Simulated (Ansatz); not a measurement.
Wanted: the native input for an Ansatz 0.2.0 run.

* Task: band structure
* Functional: r2SCAN
* Potentials or basis: Ansatz PAW
* Cutoff: 500 eV (not typed: the program's choice for these potentials)
* k mesh: 11 × 11 × 11
* Occupations: fermi-dirac, width 0.05 eV
* Spin: collinear spin, ferromagnetic start
* Starting moments: [0.0, 0.0, 2.0, 0.0, 0.0, 0.0] μB
* Path: [["G", "X", "L", "T", "W", "R", "X1", "Z", "G", "Y", "S", "W"], ["L1", "Y"], ["Y1", "Z"]]
* Points for each segment of the path: 14

Crystal: VW2C3.

```
W V C
1.0
    -1.52449    2.16193    4.58503
     1.52449   -2.16193    4.58503
     1.52449    2.16193   -4.58503
W V C
2 1 3
Direct
  0.83402 0.33402 0.50000
  0.16598 0.66598 0.50000
  0.50000 0.00000 0.50000
  0.33904 0.33904 0.00000
  0.66096 0.66096 0.00000
  0.00000 0.00000 0.00000
```

The cell comes from a database or a generator and needn't be the stable form of this composition.

The input as run:

input.yaml

```yaml
crystal:
  lattice:
    - [-1.524485, 2.16193, 4.585029]
    - [1.524485, -2.16193, 4.585029]
    - [1.524485, 2.16193, -4.585029]
  atoms:
    - { symbol: W, position: [0.834017, 0.334017, 0.5] }
    - { symbol: W, position: [0.165983, 0.665983, 0.5] }
    - { symbol: V, position: [0.5, 0.0, 0.5], spin: 2.0 }
    - { symbol: C, position: [0.339039, 0.339039, 0.0] }
    - { symbol: C, position: [0.660961, 0.660961, 0.0] }
    - { symbol: C, position: [0.0, 0.0, 0.0] }
hamiltonian:
  xc: r2scan
  pseudopotentials: { kind: paw }
magnetization:
  spin_polarized: true
kpoints:
  mp_grid: { grid: [11, 11, 11] }
  band_path:
    path:
      - [[0.0, 0.0, 0.0], [-0.2776377158, 0.2776377158, 0.2776377158], [-0.4720550859, 0.4720550859, 0.0832203456], [-0.5, 0.5, 0.0], [-0.75, 0.25, 0.25], [-0.5, 0.0, 0.5], [-0.7223622842, -0.2776377158, 0.7223622842], [-0.5, -0.5, 0.5], [0.0, 0.0, 0.0], [-0.3055826298, 0.3055826298, -0.3055826298], [-0.5, 0.0, 0.0], [-0.75, 0.25, 0.25]]
      - [[-0.5279449141, 0.5279449141, -0.0832203456], [-0.3055826298, 0.3055826298, -0.3055826298]]
      - [[-0.6944173702, -0.3055826298, 0.3055826298], [-0.5, -0.5, 0.5]]
    npoints: 14
scf:
  occupations: { method: fermi_dirac, width: 0.05 }
  n_extra_bands: 15
output:
  forces: true
  stress: true
  eigenvalues: true
  fatbands: false
```

Potentials or basis: Ansatz PAW.

Run with:

```bash
$ ansatz run input.yaml --threads 2 --pin off --max-ram 5632MiB --backend cpu --events-out ev --progress --plain --runs-dir out
```

Results of the run:

```json
{
  "Pressure": "-3.8 GPa",
  "Largest force": "0.107 eV/Å",
  "Band gap on the k mesh": "none (metal or under the smearing width)",
  "Net moment": "0.68 μB per cell",
  "Absolute moment": "1.04 μB per cell",
  "Site moments": "W -0.02; V +0.68; C -0.02 μB"
}
```

Caveat: the magnetic or orbital state may not be the lowest; spin-orbit coupling is left out, which moves the levels of the heavy elements; the PAW data sets come from PBE, with cores solved anew for the run's functional, which leaves a small shift of forces and pressure.

It took 3.4 min on 2 threads of Arm Neoverse V1 (shared host), peak memory 1.2 GiB.
